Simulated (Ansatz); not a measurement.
Working through a ladder of methods at one geometry of CH₅BO₂Si, SMILES OC[SiH]1BO1

Program: Ansatz's Python interface.

Contents of `ch5bo2si.xyz`:
```text
10

O    -1.59050    0.80480   -0.95010
C    -1.13430   -0.35470   -0.45480
Si    0.70560   -0.27560   -0.38340
B     1.58120   -0.11910    1.46200
O     1.20060    1.00290    0.57810
H    -1.60930    1.52240   -0.21940
H    -1.52130   -0.56070    0.55970
H    -1.38030   -1.16360   -1.13920
H     1.52170   -0.18460   -1.57180
H     2.30990   -0.72300    2.12190
```

Typed at the interpreter:
```pycon
>>> from pathlib import Path
>>> import ansatz as az
>>> import numpy as np
>>> geometry = az.Crystal.molecule_from_extxyz('ch5bo2si.xyz')
>>> base = geometry.calculation().basis(gaussian='def2-SVP')
>>> print('functional    E (Ha)        dipole (D)   HOMO (eV)  LUMO (eV)')
functional    E (Ha)        dipole (D)   HOMO (eV)  LUMO (eV)
>>> for name in ['r2scan0', 'r2scan', 'lc_wpbe', 'pbe0']:
...     summary = base.functional(name).forces().orbitals().run(threads=1, runs_dir='runs').report
...     lines = Path(summary['orbitals_path']).read_text().splitlines()
...     field_of = lambda key: [line.split('=')[1].strip() for line in lines if line.startswith(key)]
...     orbitals = [(27.211386 * float(e), s, float(n)) for e, s, n in zip(field_of('Ene='), field_of('Spin='), field_of('Occup='))]
...     homo = max(e for e, _, n in orbitals if n > 0.5)
...     lumo = min(e for e, _, n in orbitals if n < 0.5)
...     dipole = 4.803205 * np.linalg.norm(summary['charge_distribution']['dipole_moment_e_ang'])
...     print(f'{name:10s} {summary["free_energy_ev"] / 27.211386246:14.6f} {dipole:9.3f} {homo:11.3f} {lumo:10.3f}')
...
r2scan0       -505.407591     1.724      -5.823     -1.457
r2scan        -505.441787     1.620      -4.759     -2.314
lc_wpbe       -505.356081     1.663      -8.254      0.804
pbe0          -505.220665     1.631      -5.685     -1.625
```

Notes:
- These settings explore the input space; basis and method may be short of convergence.
- The geometry is a force-field or estimated start, not a minimum of this method, and the basis set is short of its limit. A lower total doesn't mark the better method: functionals have no common bound, and MP2 and coupled cluster aren't variational.
- Levels such as HOMO and LUMO are orbital energies: with these approximate functionals they aren't the ionisation energy and electron affinity, and their gap isn't the fundamental gap.
- It ran for 21 s on 1 thread of Arm Neoverse V2, with other jobs on the host, peak memory 0.26 GiB.
